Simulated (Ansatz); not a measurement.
# BFH4OSi: basis-set convergence

One table from this session's results is given with a row withheld; the runs are named, their logs left out.

The runs use Ansatz 0.2.0, Gaussian basis; one geometry, several basis sets.

The runs, in order: PBE0-D4/def2-SVP; ωB97M-V/def2-SVP; PBE0-D4/def2-QZVPP; ωB97M-V/def2-QZVPP; the functionals' def2-TZVPP values are taken from earlier runs.

**The relaxed structure**

An earlier PBE0-D4 in a triple-zeta def2 set relaxation fixed the geometry.

8 atoms, charge 0, spin multiplicity 1.

Atoms are counted from 1 here; the program's logs count them from 0.

Bond lengths: B1–Si2 2.016 Å, B1–H5 1.195 Å, B1–H6 1.198 Å, Si2–O3 1.640 Å, Si2–F4 1.606 Å, Si2–H7 1.479 Å, O3–H8 0.959 Å. Angles: Si2–B1–H5 123.6°, Si2–B1–H6 119.4°, H5–B1–H6 117.0°, B1–Si2–O3 111.2°, B1–Si2–F4 105.4°, B1–Si2–H7 118.0°, O3–Si2–F4 110.8°, O3–Si2–H7 104.5°, F4–Si2–H7 106.9°, Si2–O3–H8 117.9°.

Set-up of the first run:

The input, in.yaml:

```yaml
crystal:
  periodic: [false, false, false]
  atoms:
    - {symbol: B, position_ang: [-1.305102, 0.293313, 0.268484]}
    - {symbol: Si, position_ang: [0.577899, -0.423890, 0.214759]}
    - {symbol: O, position_ang: [1.578207, 0.593831, -0.592736]}
    - {symbol: F, position_ang: [0.472964, -1.838452, -0.539240]}
    - {symbol: H, position_ang: [-1.952194, 0.377831, 1.269372]}
    - {symbol: H, position_ang: [-1.820907, 0.667160, -0.745961]}
    - {symbol: H, position_ang: [1.263040, -0.672120, 1.502121]}
    - {symbol: H, position_ang: [1.278092, 0.945327, -1.432698]}
basis:
  gaussian: {orbitals: def2-SVP}
hamiltonian: {xc: pbe0, dispersion: d4}
output: {orbitals: {seedname: orbitals}}
```

The run is started by

```
ansatz run in.yaml --threads 2 --pin off --events-out ev --progress --plain --max-ram 4352MiB
```

Steps of the session up to this table: PBE0-D4 in def2-SVP; ωB97M-V in def2-SVP; PBE0-D4 in def2-QZVPP; ωB97M-V in def2-QZVPP.

One table of the session follows, with a row left open; its other results are not shown here.

It belongs to the step «Density functionals: the series». 

| functional | basis | HOMO (eV) | LUMO (eV) |
| --- | --- | --- | --- |
| PBE0-D4 | def2-SVP | -8.18 | -2.68 |
| PBE0-D4 | def2-TZVPP | -8.28 | -2.74 |
| PBE0-D4 | def2-QZVPP | -8.31 | -2.76 |
| ωB97M-V | def2-SVP | ? | ? |
| ωB97M-V | def2-TZVPP | -10.48 | -0.75 |
| ωB97M-V | def2-QZVPP | -10.51 | -0.80 |

**Question.** Estimate the row for ωB97M-V, def2-SVP.

**Answer.** HOMO (eV): -10.34; LUMO (eV): -0.59. In the column «HOMO (eV)» it lies between ωB97M-V, def2-TZVPP (-10.48) and PBE0-D4, def2-QZVPP (-8.31).
